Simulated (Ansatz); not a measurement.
# SiSe (P-6m2) in Ansatz: notebook, part 2 of 2

Ansatz 0.2.0. The steps go on from the part before.

### Step 3. Phonons, PBEsol

input.yaml reads:

```yaml
crystal:
  lattice:
    - [3.5952, 0.0, 0.0]
    - [-1.7976, 3.11353, 0.0]
    - [0.0, 0.0, 3.59873]
  atoms:
    - { symbol: Si, position: [0.66667, 0.33333, 0.5] }
    - { symbol: Se, position: [0.0, 0.0, 0.0] }
kpoints:
  mp_grid: { grid: [9, 9, 7] }
scf:
  occupations: { method: fermi_dirac, width: 0.05 }
hamiltonian:
  xc: pbesol
  pseudopotentials: { kind: all_electron, datasets: crystal }
output: {}
phonons:
  method: dfpt
```

Potentials or basis: all-electron PAW datasets made for the crystal.

Launch:

```bash
$ ansatz run input.yaml --threads 1 --pin off --max-ram 3072MiB --backend cpu --events-out ev --progress --plain --runs-dir out
```

Standard output:

```text
Warning: the atoms were moved onto the symmetric positions of the space group found under crystal.symmetry.tolerance 1.0e-5 (fractional; no operation is sought that the atoms, as they stand in a round, miss by more than twice it, and no atom is moved by as much as it), and the run uses the moved positions. Before a round's move an operation carried an atom to 1.80e-5 Å from where it should land, the largest such distance. Atom 0 (counting from 0) moved farthest, by 2.08e-5 Å; the longest move in fractions of the cell, of whichever atom, is 0.47 of the tolerance, in 1 round. To run the atoms as typed, lower crystal.symmetry.tolerance until the operations that they miss are no longer found, or set crystal.symmetry.detect: false (a key that needs symmetry detection or time reversal refuses this as the deck is read). The positions used, in the order of the run's atom list: position: [0.6666666666666667, 0.3333333333333333, 0.5]; position: [5.5510939473021013e-17, -1.8503646491007004e-17, 0.0]; The lattice was moved too: crystal.lattice keeps the space group found at crystal.symmetry.tolerance 1.0e-5 only nearly: the operation that it misses by the most changes a squared length by the fraction 2.52e-6. The run uses the lattice that is a stretch of the typed one, with no rotation, onto the one that keeps every operation to a double's rounding (on a very oblique basis the stretch itself rounds by more); the deck's lattice vector that moved farthest moved by 2.62e-6 Å. To run the lattice as typed, set crystal.symmetry.tolerance under 2.52e-6, the least fraction by which an operation that the lattice misses changes a squared length (the same key also sets how far an atom may lie from its image, so lowering it can lose operations that the atoms keep only within it), or set crystal.symmetry.detect: false, as for the atoms. crystal.lattice made exact, in Å and degrees: [[3.5951973836309277, 0.0, 0.0], [-1.7975986918154638, 3.1135322658437317, 0.0], [0.0, 0.0, 3.59873]]. Pasted over the deck's crystal.lattice, beside positions in fractional coordinates, it runs the same cell (given as lengths and angles, that cell in the form's own orientation, a rigid turn of the misfit's size from the one run here, for which a checkpoint.post_process_only pass over this run's state can be refused: where this run relaxes nothing, give such a pass this deck's own crystal.lattice, as typed; behind a relaxation, as crystal.lattice, the state's own cell, identity.cell in its checkpoint.json), and a matrix so pasted ends this notice, except on a very skew basis of the lattice, where the rounding of the pasted numbers themselves can read as a misfit: the cell is then moved again, and that move is told again. The lattice as run is in this notice's lattice.as_run_ang field (Run.prep()["deck_notices"] in Python, the deck_notice line of an events file, deck_notices of ansatz run --dry-run=json, or deck_notices in record.json in the deck's checkpoint.write directory).
Warning: RAYON_NUM_THREADS=1 ignored (pool sized by the plan → 1); use --threads N
hamiltonian.pseudopotentials.datasets: crystal makes datasets for this crystal and solves the spheres of its atoms anew in each pass: cutoff 200.0 eV, the density's 800.0 eV; for an error of 0.50 meV an atom under PBE, 1.0 meV for the cell; an energy difference from a run of another recipe may be off by several times the error for the cell, under r2SCAN by more, where some 0.1 meV an atom stays at smaller errors; in a run that uses the all-electron wave functions in the spheres, carries its plane waves along with the cell (elastic.basis: deformed) or is on a recipe of such a run or, without exact exchange, of a hybrid, they include no finite-basis correction of the energy (for plane waves above the cutoff): energies differ from those of runs with it by up to 1.1 meV an atom at a dataset_error of 0.2 meV (4 under r2SCAN), and by more at a larger error or with an open f shell (one dataset_recipe, of a run without it, keeps both alike, but for a hybrid, which always has it); Si in spheres of 1.371 Å, 4 of its electrons in bands; Se in spheres of 1.376 Å, 6 of its electrons in bands, 10 on its site; only band paths and densities of states list, in semicore columns, the levels of the semicore shells that are solved separately: 3d of Se
zone centre: on kpoints.mp_grid the ground state, and the responses unless they are solved on pairs of k-points, stand on 100 of the mesh's 567 k-points, reduced under 4 symmetry operations, with k and −k counted as one. Each operation leaves every solved displacement unchanged or reverses it
Engine: ansatz 0.2.0, aarch64-unknown-linux-gnu
Pseudopotentials: kind: all_electron
Pseudopotential: Si, paw, valence charge 4, recommended cutoff 200 eV (normal), crystal/all_electron/pbesol/scalar/gaussian/Si, Koelling and Harmon's equation, gaussian nucleus
Pseudopotential: Se, paw, valence charge 16, recommended cutoff 200 eV (normal), crystal/all_electron/pbesol/scalar/gaussian/Se, Koelling and Harmon's equation, gaussian nucleus
Functional definition: PBEsol
  exchange = pbesol_x
  correlation = pbesol_c
Crystal: 2 atoms, lattice volume = 40.283 Å³
Basis set: ecut = 200 eV, 243 PW (Γ), exchange–correlation on 36×36×36 points (8 copies of the dense FFT grid, shifted against one another)
Bands: 9, of which v1, the nominal top of the filled ones, is band 5 counted from 1 (4 counted from 0)
Symmetry: 12 space group operations
k-points: 100 of 567 (irreducible under 4 space group operations, time reversal used)
Non-local potential: Si, projectors of the file, l = 0: 1, l = 1: 1
Non-local potential: Se, projectors of the file, l = 0: 1, l = 1: 1
PAW form: soft (Blöchl's): semilocal exchange-correlation on the pseudo side does not see the compensation charge
PAW one-centre angular grid: Si, 110 points (default); XC on its mesh's 1999 points in the sphere
PAW one-centre angular grid: Se, 110 points (default); XC on its mesh's 1903 points in the sphere
Initial density: superposition of atomic densities (neutral atoms: chi_scale 0, normalization atom)
Initial wavefunctions: pseudopotential atomic-orbital guess
Functional: x = pbesol(κ = 0.804, μ = 0.12345679012345678), c = pbesol(β = 0.046)
iter 1 solved again at ethr=1.73e-3 eV; its pass at ethr=1.00e-1 eV (dr2=1.73e-1 eV) is discarded
SCF iter   1: F=—  HF=-73958.447176 eV  |F-HF|=—  |Δ(HF+E_count)|=         —  Δρ=1.78e-2  dr2=1.86e-1  ethr=1.73e-3  ⟨swp⟩=3.7  Hψ=5644  notcnv=0
preconditioner: auto → none  [metal: Δε(μ)=0.074 eV  Ē_g=10.189 eV  σ=0.050 eV  W_gap=0.34  n_scr=8 (ndim 8)  ℏωp=18.5 eV  f_vac=0.000  D(μ)=0.66/eV (n_scr^D=0)  sad-step TF]
[... 10 lines left out ...]
SCF iter  11: F=-73958.417545 eV  HF=-73958.417545 eV  |F-HF|=0.00e0  |Δ(HF+E_count)|=  5.82e-11  Δρ=1.84e-8  dr2=2.36e-13  ethr=1.00e-12  ⟨swp⟩=2.0  Hψ=1413  notcnv=0
2 of the run's printed levels, from 17.43 eV on, may lie off, as they stand: their residual norms reach 0.0012 eV (residual_norms_ev in the JSON report holds each one's)
SCF 1 converged in 11 iterations: F = -73958.417545 eV  dr2 = 2.36e-13
the response reads at least the filled bands of the reference SCF and the lowest empty band at each k-point, and that SCF's band table does not vouch for those bands. The notice of the band table in this run's record says why
DFPT response loops at Γ: preconditioner auto → Kerker (q_TF=auto, 2.163 Å⁻¹) (partly filled bands, converged f_vac=0.000); β = 1.00, the filter's whole step (`scf.mixing.beta` (0.50) is not read by the response loops under this deck's `scf.mixing.preconditioner`; to damp them name `kerker` or `kerker_dos`, under which they read `scf.mixing.beta`, and type it under 1.00, their step now; both keys bind the ground state too); Broyden in place of MSR1
SCF converged after 11 iterations
Free energy (F): -73958.417545 eV
Harris-Foulkes:  -73958.417545 eV  (|F-HF|=0.00e0)
Internal energy: -73958.409344 eV  (E = F + TS)
E sigma→0 (E₀):  -73958.413445 eV
Entropy (-TS):   -0.008201 eV (-4.100 meV/atom)
Past the cutoff: waves up to 1.5 times it would add -0.000072 eV an atom, which no energy here includes
By the cutoff:   a pressure is off by up to 0.007 GPa (6 times that energy over an atom's volume, and 0.004 GPa: a bound that held against runs at twice the plane waves)
Past the cutoffs: a stress includes 0.0016 GPa for waves and charges beyond them
In the spheres:  the bands' charges fall short by 2.1e-6 e at most (sound up to 1e-3), those of shells solved beside the bands by 1.4e-8 e (sound up to 5e-4)
Fermi energy:    10.151587 eV
--- Per-component energies (eV) ---
  E_band       = 39.608385
  E_kinetic    = 129.981380
  E_local      = -1648.398262  (includes V_loc(G=0)·N_el)
  E_nonlocal   = -0.032700
  E_hartree    = 836.524914
  E_xc         = -105.835974
  E_vxc        = -134.831894  (∫ρ·V_xc dr)
  E_paw        = -77419.131033  (= ΣΔE_a)
  E_vpaw       = -6053.029866  (= ΣTr[D̂ρ^β])
  E_ewald      = -1824.387560
  E_smearing   = -0.008201  (= −TS)
  E_closure    = 6072.869891  (closes the sum)
  Σ components = -73958.417545   (vs F -73958.417545, Δ=0.00e0)
  The terms above E_closure are by the made datasets' own strengths, without shells solved beside the bands.
--- Band table (eV; the first three rows and the last of 100) ---
  k-point 0: bands = ["-5.1795", "5.3748", "6.3998", "8.3164", "8.3164", "12.9630", "12.9630", "13.4986", "16.8200"]
  k-point 1: bands = ["-5.0134", "3.6037", "8.0195", "8.4694", "8.4694", "13.0350", "13.0350", "14.2004", "16.2197"]
  k-point 2: bands = ["-4.5671", "1.6713", "8.8737", "8.8737", "9.6487", "13.0923", "13.0923", "14.2521", "16.8994"]
  k-point 99: bands = ["-3.0450", "2.2663", "4.6655", "6.4549", "7.0558", "9.5779", "14.5387", "15.3278", "18.1665"]
--- Phonons (Γ-DFPT): 4 representative perturbations + reference, on 100 of 567 k-points (Σ response iterations 43) ---
  k mesh reduced under 4 symmetry operations, with k and −k counted as one. Each operation leaves every solved displacement unchanged or reverses it
  ASR residual: 1.974e-5 → 0.000e0 eV/Å²; symmetrization residual: 1.291e-5 eV/Å²
  ASR residual per site (eV/Å²): 1.97e-5 3.55e-6
  Γ frequencies (cm⁻¹): -204.37 0.00 0.00 0.00 125.61 125.61
  non-analytic LO–TO correction: not included (Born effective charges unavailable; polar crystals: no LO–TO splitting at Γ)
```

Run time: 99 s. Hardware: 1 thread of Arm Neoverse V1, shared host; peak memory 0.58 GiB.

What came out:

- Free energy: -73958.4175 eV
- Band gap on the k mesh: none (metal or under the smearing width)
- Highest phonon frequency at Γ: 126 cm⁻¹
- Most unstable mode: 204i cm⁻¹

Phonon frequencies in cm⁻¹ (negative: imaginary):
| q point | frequencies |
| --- | --- |
| (0.000, 0.000, 0.000) | -204 0 0 0 126 126 |

Caveat: a metal's response needs a denser mesh; some modes are imaginary; the program warned that the printed levels may be off, so bands, gaps and densities of states are rough.

### Step 4. Elastic constants, PBE

input.yaml reads:

```yaml
crystal:
  lattice:
    - [3.5952, 0.0, 0.0]
    - [-1.7976, 3.11353, 0.0]
    - [0.0, 0.0, 3.59873]
  atoms:
    - { symbol: Si, position: [0.66667, 0.33333, 0.5] }
    - { symbol: Se, position: [0.0, 0.0, 0.0] }
kpoints:
  mp_grid: { grid: [7, 7, 5] }
scf:
  occupations: { method: fermi_dirac, width: 0.05 }
hamiltonian:
  xc: pbe
  pseudopotentials: { kind: all_electron, lapw: { basis_error: 0.002 } }
output:
  forces: true
  stress: true
elastic:
  mode: relaxed_ion
  stencil: two_point
```

Potentials or basis: all-electron LAPW, scalar-relativistic.

Launch:

```bash
$ ansatz run input.yaml --threads 1 --pin off --max-ram 3072MiB --backend cpu --events-out ev --progress --plain --runs-dir out
```

Wall time 2 min (1 thread of Arm Neoverse V1, shared host); peak memory 0.28 GiB.

The run converged. Its results:

| Quantity | Value |
| --- | --- |
| Free energy | -74017.4382 eV |
| Pressure | -0.5 GPa |
| Band gap on the k mesh | none (metal or under the smearing width) |
| Voigt bulk modulus | 57 GPa |

Stress tensor (GPa, compression positive):
```
-0.60  0.00  0.00
 0.00 -0.60  0.00
 0.00  0.00 -0.18
```

Levels at points of the mesh, in eV from the Fermi level:
```
           k point  band 14  band 15  band 16  band 17  band 18  band 19  band 20  band 21  band 22
(0.00, 0.00, 0.00)   -15.40    -4.86    -3.83    -1.93    -1.93     2.75     2.75     3.36     6.59
```

Elastic tensor in Voigt notation (GPa, in the Cartesian axes of the cell as first typed):
```
 47  51  24   0   0   0
 51  47  24   0   0   0
 25  25 214   0   0   0
  0   0   0  -4   0   0
  0   0   0   0  -4   0
  0   0   0   0   0  -2
```

Caveat: the k mesh is thin for a metal, which can move the energy by tens of meV per atom; a metal's response needs a denser mesh; the elastic tensor has a negative eigenvalue, so either the cell is unstable as it stands or the mesh is too thin.

### Step 5. Summary

| task | level | potentials or basis | k mesh | cutoff (eV) | phonons | basis error allowed | gap on the mesh (eV) |
| --- | --- | --- | --- | --- | --- | --- | --- |
| phonons | PBE | all-electron LAPW, scalar-relativistic | 9 × 9 × 7 | 171 | - | 0.002 eV/atom | none |
| phonons | PBEsol | all-electron PAW datasets made for the crystal | 9 × 9 × 7 | 200 | method dfpt | - | none |
| elastic constants | PBE | all-electron LAPW, scalar-relativistic | 7 × 7 × 5 | 171 | - | 0.002 eV/atom | none |

Alike in all rows: no spin polarisation; cell as given; smearing fermi-dirac 0.05 eV.

Caveats: a metal's response needs a denser mesh; some modes are imaginary (some runs); the program warned that the printed levels may be off, so bands, gaps and densities of states are rough (some runs); the k mesh is thin for a metal, which can move the energy by tens of meV per atom (some runs); the elastic tensor has a negative eigenvalue, so either the cell is unstable as it stands or the mesh is too thin (some runs).

Compare energies only between runs with the same functional and basis.
